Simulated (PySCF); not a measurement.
# InH3 (SMILES [H][In]([H])[H]) at CCSDT(Q)/LANL2DZ (core potential)

What is the energy change on altering one bond length of InH3 at CCSDT(Q)/LANL2DZ (core potential)? The job is set up through a Python script.

The results are computed with PySCF 2.14.0.

6 further runs of the same task are left out: 6 set aside as unsound or not needed.

## 1. The structure to begin with

The species is InH3 (4 atoms), meant as a singlet with charge 0. As SMILES, `[H][In]([H])[H]`. Geometry: a GFN2-xTB relaxation, a rough one for these elements and not checked as a minimum.

Bond lengths: In1–H2 1.719 Å, In1–H3 1.719 Å, In1–H4 1.718 Å. Angles: H2–In1–H3 120.0°, H2–In1–H4 120.1°, H3–In1–H4 119.9°.

## 2. The energy at CCSDT(Q)/LANL2DZ (core potential)

The input, job.py:

```python
# InH3
from pyscf import gto, scf, cc

mol = gto.M(
    atom=[
    ('In', (0.000640, -0.000740, -0.000540)),
    ('H', (1.718930, -0.027790, 0.013510)),
    ('H', (-0.834510, 1.501400, -0.017780)),
    ('H', (-0.885060, -1.472880, 0.004810)),
],
    max_memory=1860,
    spin=0,
    ecp={'In': 'lanl2dz'},
    basis='lanl2dz',
    charge=0,
    verbose=4,
)

mf = scf.RHF(mol)
mf.conv_tol = 1e-10
mf.kernel()
if not mf.converged:
    mf = mf.newton().run(mf.mo_coeff, mf.mo_occ)

mycc = cc.CCSDT(mf)
mycc.kernel()
e_bracket, e_q = mycc.ccsdt_q()
e_final = mycc.e_tot + e_q
print(f'total energy: {e_final:.8f} hartree')
```

Started as:

```bash
$ OMP_NUM_THREADS=1 python job.py
```

Log:

```text
PySCF version 2.14.0

[INPUT] num. atoms = 4
[INPUT] num. electrons = 6
[INPUT] charge = 0
[INPUT] spin (= nelec alpha-beta = 2S) = 0
[INPUT] symmetry False subgroup None
[INPUT] Mole.unit = angstrom
[INPUT] Symbol           X                Y                Z      unit          X                Y                Z       unit  Magmom
[INPUT]  1 In     0.000640000000  -0.000740000000  -0.000540000000 AA    0.001209424720  -0.001398397332  -0.001020452107 Bohr   0.0
[INPUT]  2 H      1.718930000000  -0.027790000000   0.013510000000 AA    3.248306927299  -0.052515489002   0.025530199943 Bohr   0.0
[INPUT]  3 H     -0.834510000000   1.501400000000  -0.017780000000 AA   -1.576995348211   2.837234803422  -0.033599330495 Bohr   0.0
[INPUT]  4 H     -0.885060000000  -1.472880000000   0.004810000000 AA   -1.672521003808  -2.783339814349   0.009089582659 Bohr   0.0

nuclear repulsion = 3.30479064964166
number of shells = 10
number of NR pGTOs = 24
number of NR cGTOs = 14
basis = lanl2dz
ecp = {'In': 'lanl2dz'}

[... 33 lines left out ...]
converged SCF energy = -3.47747306346487
[... 15 lines left out ...]
WARN: A large `blksize` is being used, which may cause large memory consumption
[... 3 lines left out ...]
WARN: A large `blksize_oovv` is being used, which may cause large memory consumption
[... 3 lines left out ...]
WARN: A large `blksize_oooo` is being used, which may cause large memory consumption
[... 3 lines left out ...]
Approximate memory usage estimate
    T3 memory                 104 KB
    R3 memory                 104 KB
    Symmetrized T3 memory     125 KB
    ERIs memory               300 KB
    T1-ERIs memory            300 KB
    Intermediates memory      300 KB
    Block workspace           562 KB
    T3 einsum buffer          562 KB
Init t2, MP2 energy = -3.516719165901  E_corr(MP2) -0.039246102436
Init E_corr(RCCSDT) = -0.0392461024363734
cycle =  1  E_corr(RCCSDT) = -0.050120819153  dE = -1.087471671620e-02  norm(d tamps) = 4.85905852e-02
cycle =  2  E_corr(RCCSDT) = -0.054182050327  dE = -4.061231174807e-03  norm(d tamps) = 2.18457748e-02
cycle =  3  E_corr(RCCSDT) = -0.057441327236  dE = -3.259276908190e-03  norm(d tamps) = 1.07719446e-02
cycle =  4  E_corr(RCCSDT) = -0.057432341732  dE =  8.985503587904e-06  norm(d tamps) = 1.69469026e-03
cycle =  5  E_corr(RCCSDT) = -0.057421361039  dE =  1.098069341181e-05  norm(d tamps) = 4.06911265e-04
cycle =  6  E_corr(RCCSDT) = -0.057428088502  dE = -6.727463232041e-06  norm(d tamps) = 1.40082806e-04
cycle =  7  E_corr(RCCSDT) = -0.057425351390  dE =  2.737112242156e-06  norm(d tamps) = 4.27023034e-05
cycle =  8  E_corr(RCCSDT) = -0.057425588852  dE = -2.374627569926e-07  norm(d tamps) = 8.82779698e-06
cycle =  9  E_corr(RCCSDT) = -0.057425561468  dE =  2.738473741520e-08  norm(d tamps) = 2.32512943e-06
cycle = 10  E_corr(RCCSDT) = -0.057425534038  dE =  2.742988419041e-08  norm(d tamps) = 5.89754593e-07
RCCSDT converged
E(RCCSDT) = -3.534898597502572   E_corr = -0.05742553403770131
E_corr(same-spin) = -0.00144605125929176
E_corr(oppo-spin) = -0.0559794827784095
_make_eris_incore_RCCSDT
[Q] correction = -8.083830894271e-06    (Q) correction = -2.747551168857e-05
total energy: -3.53492607 hartree
```

Wall time 0.91 s (1 thread of Arm Neoverse V1, shared host); peak memory 0.12 GiB.

## 3. The distorted shape at the same level

The input, calc.py:

```python
from pyscf import gto, scf, cc

mol = gto.M(
    atom='''
In     0.316820    -0.569070     0.005495
H      3.563918    -0.620187     0.032046
H     -1.576995     2.837235    -0.033599
H     -1.356910    -3.351012     0.015605
''',
    max_memory=1860,
    unit='bohr',
    basis='lanl2dz',
    verbose=4,
    spin=0,
    ecp={'In': 'lanl2dz'},
)

mf = scf.RHF(mol)
mf.conv_tol = 1e-10
mf.kernel()
if not mf.converged:
    mf = mf.newton().run(mf.mo_coeff, mf.mo_occ)

mycc = cc.CCSDT(mf)
mycc.kernel()
e_bracket, e_q = mycc.ccsdt_q()
energy = mycc.e_tot + e_q
print('Final energy', energy)
```

Started as:

```bash
$ OMP_NUM_THREADS=1 python calc.py
```

Log:

```text
PySCF version 2.14.0

[INPUT] num. atoms = 4
[INPUT] num. electrons = 6
[INPUT] charge = 0
[INPUT] spin (= nelec alpha-beta = 2S) = 0
[INPUT] symmetry False subgroup None
[INPUT] Mole.unit = bohr
[INPUT] Symbol           X                Y                Z      unit          X                Y                Z       unit  Magmom
[INPUT]  1 In     0.167653923964  -0.301138875418   0.002907828774 AA    0.316820000000  -0.569070000000   0.005495000000 Bohr   0.0
[INPUT]  2 H      1.885944187188  -0.328188826909   0.016958012901 AA    3.563918000000  -0.620187000000   0.032046000000 Bohr   0.0
[INPUT]  3 H     -0.834509815735   1.501400104025  -0.017779825110 AA   -1.576995000000   2.837235000000  -0.033599000000 Bohr   0.0
[INPUT]  4 H     -0.718045849269  -1.773279183919   0.008257810376 AA   -1.356910000000  -3.351012000000   0.015605000000 Bohr   0.0

nuclear repulsion = 3.11808087235789
number of shells = 10
number of NR pGTOs = 24
number of NR cGTOs = 14
basis = lanl2dz
ecp = {'In': 'lanl2dz'}

[... 33 lines left out ...]
converged SCF energy = -3.46020193931203
[... 15 lines left out ...]
WARN: A large `blksize` is being used, which may cause large memory consumption
[... 3 lines left out ...]
WARN: A large `blksize_oovv` is being used, which may cause large memory consumption
[... 3 lines left out ...]
WARN: A large `blksize_oooo` is being used, which may cause large memory consumption
[... 12 lines left out ...]
Init t2, MP2 energy = -3.501904081286  E_corr(MP2) -0.041702141974
[... 13 lines left out ...]
RCCSDT converged
[... 5 lines left out ...]
Final energy -3.523304078514123
```

Wall time 0.93 s (1 thread of Arm Neoverse V1, shared host); peak memory 0.12 GiB.

## 4. Results

At CCSDT(Q)/LANL2DZ (core potential):

| quantity | value |
| --- | --- |
| first shape: total energy | -3.53493 Eh |
| first shape: dipole moment (Hartree–Fock density) | 0.01 D |
| first shape: HOMO energy (Hartree–Fock orbitals) | -11.13 eV |
| first shape: LUMO energy (Hartree–Fock orbitals) | 0.53 eV |
| first shape: HOMO–LUMO gap (Hartree–Fock orbitals) | 11.66 eV |
| first shape: correlation energy | -57.5 mEh |
| first shape: T1 diagnostic | 0.012 |
| distorted shape: total energy | -3.52330 Eh |
| distorted shape: dipole moment (Hartree–Fock density) | 0.72 D |
| distorted shape: HOMO energy (Hartree–Fock orbitals) | -10.33 eV |
| distorted shape: LUMO energy (Hartree–Fock orbitals) | 0.42 eV |
| distorted shape: HOMO–LUMO gap (Hartree–Fock orbitals) | 10.76 eV |
| distorted shape: correlation energy | -63.1 mEh |
| distorted shape: T1 diagnostic | 0.014 |
| energy change with the In1–H3 bond stretched from 1.719 to 2.063 Å | 0.316 eV |

What this shows: With the In1–H3 bond stretched from 1.719 to 2.063 Å the energy rises by 0.32 eV (30.5 kJ/mol). The first shape isn't relaxed at this level, so the change isn't measured from a minimum. Mulliken charges (first shape) of the mean-field density run from -0.21 on H3 to +0.64 on In1.
